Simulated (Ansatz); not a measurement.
# GaH7SeSi: the cost of one run

All numbers below are computed with Ansatz 0.2.0 (RKS PBE-D4/def2-SVP).

## (1) Starting point

Bond lengths: Ga1–Si2 2.726 Å, Ga1–H3 1.561 Å, Ga1–H4 1.555 Å, Ga1–Se6 2.825 Å, Si2–H7 1.464 Å, Si2–H8 1.472 Å, Si2–H9 1.482 Å, Se6–H10 1.446 Å. Angles: Ga1–Si2–H7 143.9°, Ga1–Si2–H8 98.9°, Ga1–Si2–H9 85.4°, H7–Si2–H8 108.5°, H7–Si2–H9 107.1°, H8–Si2–H9 108.0°, Si2–Ga1–H3 108.8°, Si2–Ga1–H4 107.3°, Si2–Ga1–Se6 88.4°, H3–Ga1–H4 123.2°, H3–Ga1–Se6 111.3°, H4–Ga1–Se6 112.2°, Ga1–Se6–H10 87.9°.

As a file:

```xyz
10

Ga    0.1243   -1.3781    0.0462
Si    0.8560    1.2219   -0.3227
H    -0.2931   -1.9825   -1.3308
H     1.1887   -2.0299    0.9738
H    -0.5954    0.3743    0.5044
Se   -2.1259   -0.4594    1.4862
H     0.3444    2.5876   -0.4540
H     2.0454    1.2489    0.5441
H     1.2840    0.7857   -1.6729
H    -2.8284   -0.3684    0.2257
```

## (2) Pulling towards end A

Springs on the bonds that form and break draw the guess towards this end; the thresholds are loose.

Contents of input.yaml:

```yaml
crystal:
  periodic: [false, false, false]
  atoms:
    - { symbol: Ga, position_ang: [0.1243, -1.3781, 0.0462] }
    - { symbol: Si, position_ang: [0.856, 1.2219, -0.3227] }
    - { symbol: H, position_ang: [-0.2931, -1.9825, -1.3308] }
    - { symbol: H, position_ang: [1.1887, -2.0299, 0.9738] }
    - { symbol: H, position_ang: [-0.5954, 0.3743, 0.5044] }
    - { symbol: Se, position_ang: [-2.1259, -0.4594, 1.4862] }
    - { symbol: H, position_ang: [0.3444, 2.5876, -0.454] }
    - { symbol: H, position_ang: [2.0454, 1.2489, 0.5441] }
    - { symbol: H, position_ang: [1.284, 0.7857, -1.6729] }
    - { symbol: H, position_ang: [-2.8284, -0.3684, 0.2257] }
basis:
  gaussian: { orbitals: def2-SVP }
hamiltonian:
  xc: pbe
  dispersion: d4
relax:
  f_tol: 0.15
  max_steps: 25
  restrain:
    - { distance: [0, 5], at: 3.72, k: 30.0 }
    - { distance: [4, 1], at: 2.72, k: 30.0 }
    - { distance: [0, 1], at: 2.33, k: 30.0 }
    - { distance: [4, 5], at: 1.51, k: 30.0 }
output:
  orbitals: {}
```

On the command line:

```
$ ansatz run input.yaml --threads 2 --pin off --max-ram 3072MiB --backend cpu --events-out ev --progress --plain --runs-dir out
```

What time and memory should one allow on 2 threads of Intel Xeon Platinum 8488C (Sapphire Rapids), shared host?

About 36 s, with a peak of 0.19 GiB.
